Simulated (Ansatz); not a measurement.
# ClH₃N₂OW: a ladder of functionals and wavefunction methods

One table from this session's results is given with a row withheld; the runs are named, their logs left out.

Method: functionals in def2-TZVPP, the program's frozen cores in correlated methods; program: Ansatz 0.2.0, Gaussian basis.

Plan: LDA (SPW92), PBE-D4, revPBE-D4, BLYP-D4, r2SCAN-D4, B97M-V, PBE0-D4, B3LYP-D4, r2SCANh-D4, r2SCAN0-D4, HSE06-D4, BHLYP-D4, CAM-B3LYP-D4, LC-ωPBE, ωB97X-V, ωB97M-V, B2PLYP, PBE-QIDH; CCSD(T)/def2-SVP; CCSD(T)/def2-TZVPP; MP2/def2-QZVPP; extrapolation to the limit; RPA on PBE.

**The geometry**

An earlier PBE0-D4 in a triple-zeta def2 set relaxation fixed the geometry. W takes the def2 core potential; no spin-orbit term is included.

SMILES `[NH]=[W](=[NH])([OH])[Cl]`, 8 atoms, charge 0, spin multiplicity 1.

Atoms are counted from 1 here; the program's logs count them from 0.

Bond lengths: N1–W2 1.745 Å, N1–H6 1.008 Å, W2–N3 1.743 Å, W2–O4 1.893 Å, W2–Cl5 2.290 Å, N3–H7 1.007 Å, O4–H8 0.960 Å. Angles: W2–N1–H6 154.2°, N1–W2–N3 111.3°, N1–W2–O4 108.5°, N1–W2–Cl5 108.0°, N3–W2–O4 107.4°, N3–W2–Cl5 108.4°, O4–W2–Cl5 113.3°, W2–N3–H7 157.7°, W2–O4–H8 120.6°.

The first run:

Contents of in.yaml:

```yaml
crystal:
  periodic: [false, false, false]
  atoms:
    - {symbol: N, position_ang: [-0.755409, 1.273855, 0.372460]}
    - {symbol: W, position_ang: [0.235227, 0.000410, -0.291228]}
    - {symbol: N, position_ang: [1.198359, -0.762938, 0.944085]}
    - {symbol: O, position_ang: [-0.902124, -1.324660, -1.021994]}
    - {symbol: Cl, position_ang: [1.647745, 0.934706, -1.833006]}
    - {symbol: H, position_ang: [-1.084333, 1.876318, 1.111173]}
    - {symbol: H, position_ang: [1.578189, -0.923145, 1.863264]}
    - {symbol: H, position_ang: [-1.825457, -1.131746, -1.200553]}
basis:
  gaussian: {orbitals: def2-TZVPP}
hamiltonian: {xc: lda}
output: {orbitals: {seedname: orbitals}}
```

Launch:

```console
ansatz run in.yaml --threads 4 --pin off --events-out ev --progress --plain --max-ram 10444MiB
```

Steps of the session up to this table: LDA; PBE-D4 (GGA); revPBE-D4 (GGA); BLYP-D4 (GGA); r2SCAN-D4 (meta-GGA); B97M-V (meta-GGA); B3LYP-D4 (hybrid); r2SCANh-D4 (hybrid); r2SCAN0-D4 (hybrid); HSE06-D4 (hybrid); BHLYP-D4 (hybrid); CAM-B3LYP-D4 (range-separated); LC-ωPBE (range-separated); ωB97X-V (range-separated); ωB97M-V (range-separated); B2PLYP (double hybrid); PBE-QIDH (double hybrid).

One of the session's tables, all rows but one given; the rest of the session is left out.

It belongs to the step «Orbital energies across the functionals». 

| functional | HOMO (eV) | LUMO (eV) | gap (eV) |
| --- | --- | --- | --- |
| LDA (SPW92) | -6.76 | -2.51 | 4.25 |
| PBE-D4 | -6.58 | -2.26 | 4.32 |
| revPBE-D4 | ? | ? | ? |
| BLYP-D4 | -6.44 | -2.16 | 4.28 |
| r2SCAN-D4 | -6.88 | -2.17 | 4.71 |
| B97M-V | -6.93 | -2.12 | 4.81 |
| PBE0-D4 | -7.92 | -1.48 | 6.44 |
| B3LYP-D4 | -7.68 | -1.71 | 5.97 |
| r2SCANh-D4 | -7.38 | -1.88 | 5.50 |
| r2SCAN0-D4 | -8.13 | -1.43 | 6.71 |
| HSE06-D4 | -7.52 | -1.86 | 5.66 |
| BHLYP-D4 | -9.14 | -0.56 | 8.58 |
| CAM-B3LYP-D4 | -9.26 | -0.42 | 8.83 |
| LC-ωPBE | -10.60 | 0.72 | 11.31 |
| ωB97X-V | -10.24 | 0.64 | 10.88 |
| ωB97M-V | -10.14 | 0.60 | 10.73 |

**Question.** Estimate the row for revPBE-D4.

As computed: HOMO (eV): -6.51; LUMO (eV): -2.17; gap (eV): 4.34. In the column «HOMO (eV)» it lies between PBE-D4 (-6.58) and BLYP-D4 (-6.44).
